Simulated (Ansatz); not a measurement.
# SnH₂Br radical (SMILES [Br][SnH2]): a rigid scan of the angle Br1–Sn2–H3

An exercise on one series of results from a longer session: the logs are not shown, and one member is left open.

The runs use Ansatz 0.2.0, Gaussian basis; single points in def2-TZVPP.

Levels: PBE-D4, r2SCAN-D4, PBE0-D4, B3LYP-D4, wB97M-V, Hartree-Fock, MP2, CCSD, CCSD(T). The scan takes 87.4, 91.9, 96.4, 100.9, 105.4, 109.9, 114.4, 118.9, 123.4°.

Cores are frozen in the correlated methods. Filled d shells of the heavier atoms are correlated. Core potentials replace the inner electrons past krypton, and spin-orbit coupling is left out. Orbitals are unrestricted. B3LYP uses VWN-RPA correlation.

19 further runs of the same task are left out: 19 set aside as unsound or not needed.

## Starting geometry

The minimum, relaxed at PBE0-D4: SMILES `[Br][SnH2]`, 4 atoms, charge 0, spin multiplicity 2.

Atoms are counted from 1 here; the program's logs count them from 0.

Bond lengths: Br1–Sn2 2.493 Å, Sn2–H3 1.723 Å, Sn2–H4 1.723 Å. Angles: Br1–Sn2–H3 105.4°, Br1–Sn2–H4 105.4°, H3–Sn2–H4 111.2°.

Geometry (Å):

```xyz
4
charge 0, multiplicity 2
Br   -1.97416    0.42628   -0.67094
Sn    0.42313   -0.19218   -0.37957
H     0.42671   -1.49942    0.74307
H     1.17982    1.20501    0.28714
```

Energies of the minimum (eV), from earlier single points: PBE-D4 -75899.87908, r2SCAN-D4 -75912.36551, PBE0-D4 -75902.61621, B3LYP-D4 -75913.53250, wB97M-V -75905.07652, CCSD(T) -75853.42063.

At the minimum the angle Br1–Sn2–H3 is 105.4°.

The first run:

ccsdt-tzvpp/in.yaml reads:

```yaml
crystal:
  periodic: [false, false, false]
  atoms:
    - {symbol: Br, position_ang: [-2.059792, -0.159063, -0.159526]}
    - {symbol: Sn, position_ang: [0.423135, -0.192178, -0.379569]}
    - {symbol: H, position_ang: [0.426711, -1.499416, 0.743066]}
    - {symbol: H, position_ang: [1.179820, 1.205010, 0.287145]}
basis:
  gaussian: {orbitals: def2-TZVPP}
magnetization: {spin_polarized: true, initial_magnetization: 1}
correlation: {method: ccsd_t}
scf: {omitted_lower_state_checks: [cluster_reference]}
```

No record of the launch command was kept for these runs.

Among the steps run: Br1–Sn2–H3 = 87.4°; Br1–Sn2–H3 = 91.9°; Br1–Sn2–H3 = 96.4°; Br1–Sn2–H3 = 100.9°; Br1–Sn2–H3 = 105.4°; Br1–Sn2–H3 = 109.9°; Br1–Sn2–H3 = 114.4°; Br1–Sn2–H3 = 118.9°; Br1–Sn2–H3 = 123.4°.

One table of the session follows, with a row left open; its other results are not shown here.

Energies less that of the minimum at the same level (kcal/mol):

```
      angle (°)  PBE-D4  PBE0-D4  B3LYP-D4  wB97M-V  Hartree-Fock
           87.4     3.4      3.8       3.7      3.9           4.9
           91.9     1.9      2.1       2.0      2.1           2.7
           96.4     0.8      0.9       0.9      0.9           1.2
          100.9     0.2      0.2       0.2      0.2           0.3
          105.4     0.0      0.0       0.0      0.0           0.0
105.4 (minimum)     0.0      0.0       0.0      0.0           0.0
          109.9       ?        ?         ?        ?             ?
          114.4     0.8      0.8       0.8      0.8           0.9
          118.9     1.8      1.8       1.9      1.9           2.0
          123.4     3.1      3.2       3.2      3.3           3.6
```

Q: Estimate the row for angle (°) = 109.9 from the others.

As computed: PBE-D4: 0.2; PBE0-D4: 0.2; B3LYP-D4: 0.2; wB97M-V: 0.2; Hartree-Fock: 0.2.
